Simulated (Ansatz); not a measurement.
# C2H12BNSi2: how energies converge with the basis set

Aim: see how fast density functionals converge with the basis set for C2H12BNSi2.

Method: one geometry, several basis sets; program: Ansatz 0.2.0, Gaussian basis.

Levels to be run: PBE0-D4/def2-SVP; ωB97M-V/def2-SVP; PBE0-D4/def2-QZVPP; ωB97M-V/def2-QZVPP; the functionals' def2-TZVPP values are taken from earlier runs.

1 further run of the same task is left out (it didn't finish). Runs told in other sessions of the task aren't counted.

**1. Structure used throughout**

All runs share one geometry, relaxed beforehand with PBE0-D4 in a triple-zeta def2 set.

SMILES `BN([SiH3])[SiH](C)C`, 18 atoms, charge 0, spin multiplicity 1.

Atoms are counted from 1 here; the program's logs count them from 0.

Bond lengths: B1–N2 1.406 Å, B1–H7 1.199 Å, B1–H8 1.203 Å, N2–Si3 1.748 Å, N2–Si4 1.768 Å, Si3–H9 1.487 Å, Si3–H10 1.482 Å, Si3–H11 1.487 Å, Si4–C5 1.862 Å, Si4–C6 1.862 Å, Si4–H12 1.493 Å, C5–H13 1.092 Å, C5–H14 1.093 Å, C5–H15 1.093 Å, C6–H16 1.093 Å, C6–H17 1.093 Å, C6–H18 1.092 Å. Angles: N2–B1–H7 120.7°, N2–B1–H8 119.5°, H7–B1–H8 119.8°, B1–N2–Si3 122.0°, B1–N2–Si4 118.9°, Si3–N2–Si4 119.1°, N2–Si3–H9 110.1°, N2–Si3–H10 109.0°, N2–Si3–H11 110.1°, H9–Si3–H10 109.9°, H9–Si3–H11 107.9°, H10–Si3–H11 109.9°, N2–Si4–C5 110.3°, N2–Si4–C6 110.3°, N2–Si4–H12 104.8°, C5–Si4–C6 112.1°, C5–Si4–H12 109.6°, C6–Si4–H12 109.6° and more.

**2. PBE0-D4 in def2-SVP**

Input file in.yaml:

```yaml
crystal:
  periodic: [false, false, false]
  atoms:
    - {symbol: B, position_ang: [0.002240, 1.039297, 1.645722]}
    - {symbol: N, position_ang: [-0.128667, -0.179882, 0.958687]}
    - {symbol: Si, position_ang: [-0.459182, -1.681792, 1.789845]}
    - {symbol: Si, position_ang: [0.046599, -0.192658, -0.800129]}
    - {symbol: C, position_ang: [-1.272411, 0.858997, -1.588417]}
    - {symbol: C, position_ang: [1.759314, 0.356193, -1.282310]}
    - {symbol: H, position_ang: [-0.110380, 1.085101, 2.838742]}
    - {symbol: H, position_ang: [0.229744, 2.046015, 1.027289]}
    - {symbol: H, position_ang: [-1.732036, -2.270231, 1.295103]}
    - {symbol: H, position_ang: [-0.558180, -1.415696, 3.244636]}
    - {symbol: H, position_ang: [0.628507, -2.661080, 1.527011]}
    - {symbol: H, position_ang: [-0.150305, -1.619353, -1.193649]}
    - {symbol: H, position_ang: [-2.268315, 0.510368, -1.305694]}
    - {symbol: H, position_ang: [-1.196295, 0.822325, -2.678335]}
    - {symbol: H, position_ang: [-1.174445, 1.901494, -1.275790]}
    - {symbol: H, position_ang: [1.940954, 1.384723, -0.960967]}
    - {symbol: H, position_ang: [1.888962, 0.310946, -2.366855]}
    - {symbol: H, position_ang: [2.516397, -0.283366, -0.822889]}
basis:
  gaussian: {orbitals: def2-SVP}
hamiltonian: {xc: pbe0, dispersion: d4}
output: {orbitals: {seedname: orbitals}}
```

Started as:

```sh
> ansatz run in.yaml --threads 4 --pin off --events-out ev --progress --plain --max-ram 11315MiB
```

After this run come: ωB97M-V in def2-SVP; PBE0-D4 in def2-QZVPP; ωB97M-V in def2-QZVPP.

Before running them: what should the planned runs give, taken together? Wanted: PBE0-D4: double and triple zeta above quadruple; ωB97M-V: double and triple zeta above quadruple.

**Answer**, as computed:

| quantity | value |
| --- | --- |
| PBE0-D4: double and triple zeta above quadruple | 11.40, 0.82 eV |
| ωB97M-V: double and triple zeta above quadruple | 11.70, 0.76 eV |

What this shows: PBE0-D4 gains 10.58 eV from double to triple zeta, then 0.82 eV more. These are total energies; as a rule much of such shifts cancels in differences, which this series doesn't test. The LUMO of ωB97M-V is positive and keeps falling with the basis (1.81 to 1.17 eV): an unbound level that the basis holds in place.
